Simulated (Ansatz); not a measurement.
# Zn2GeN2: the cost of one run

Program: Ansatz 0.2.0. Level of theory: DFT PBE, scalar-relativistic, plane waves, PAW. These are calculated values, not measurements.

1 further run of the same task is left out (it didn't finish).

## (1) The structure to begin with

The structure is trigonal, space group P-3m1 (No. 164). The conventional cell has a = 5.835 Å, b = 5.835 Å, c = 4.293 Å, α = 90.00°, β = 90.00°, γ = 120.00°. Zn (site symmetry 3m) has 9 N at 3.38 to 4.00 Å and 3 Ge at 3.58 Å and 8 Zn at 3.85 to 4.29 Å in its first shell of neighbours. Ge (site symmetry -3m) is surrounded by 2 N at 0.94 Å. N (site symmetry 3m) is surrounded by 1 Ge at 0.94 Å.

Structure file:

```xyz
5
Lattice="5.8352 0.0000 0.0000 -2.9176 5.0535 0.0000 0.0000 0.0000 4.2927" Properties=species:S:1:pos:R:3 pbc="T T T"
Zn    0.0000    3.3690    0.9346
Zn    2.9176    1.6845    3.3581
Ge    0.0000    0.0000    2.1464
N     0.0000    0.0000    3.0843
N     0.0000    0.0000    1.2084
```

Recipe of the guess: random cell by space group and Wyckoff sites (P-3m1, No. 164). Its size is a rough estimate.

## (2) A first look at the guess

File input.yaml:

```yaml
crystal:
  lattice:
    - [5.83524834, 0.0, 0.0]
    - [-2.91762417, 5.0534733, 0.0]
    - [0.0, 0.0, 4.29270024]
  atoms:
    - { symbol: Zn, position: [0.33333333, 0.66666667, 0.21772499] }
    - { symbol: Zn, position: [0.66666667, 0.33333333, 0.78227501] }
    - { symbol: Ge, position: [0.0, 0.0, 0.5] }
    - { symbol: "N", position: [0.0, 0.0, 0.71849943] }
    - { symbol: "N", position: [0.0, 0.0, 0.28150057] }
basis:
  ecutwfc: 420
kpoints:
  mp_grid: { grid: [3, 3, 4] }
hamiltonian:
  xc: pbe
scf:
  occupations: { method: gaussian, width: 0.1 }
  lower_state_search: "off"
output:
  forces: true
  stress: true
  eigenvalues: true
```

Started as:

```bash
$ ansatz run input.yaml --threads 1 --pin off --max-ram 2560MiB --backend cpu --events-out ev --progress --plain --runs-dir out
```

Q: Estimate wall time and peak memory on 1 thread of Intel Xeon at 2.50GHz (Skylake/Cascade Lake), shared host.

About 8.6 s, with a peak of 0.4 GiB.
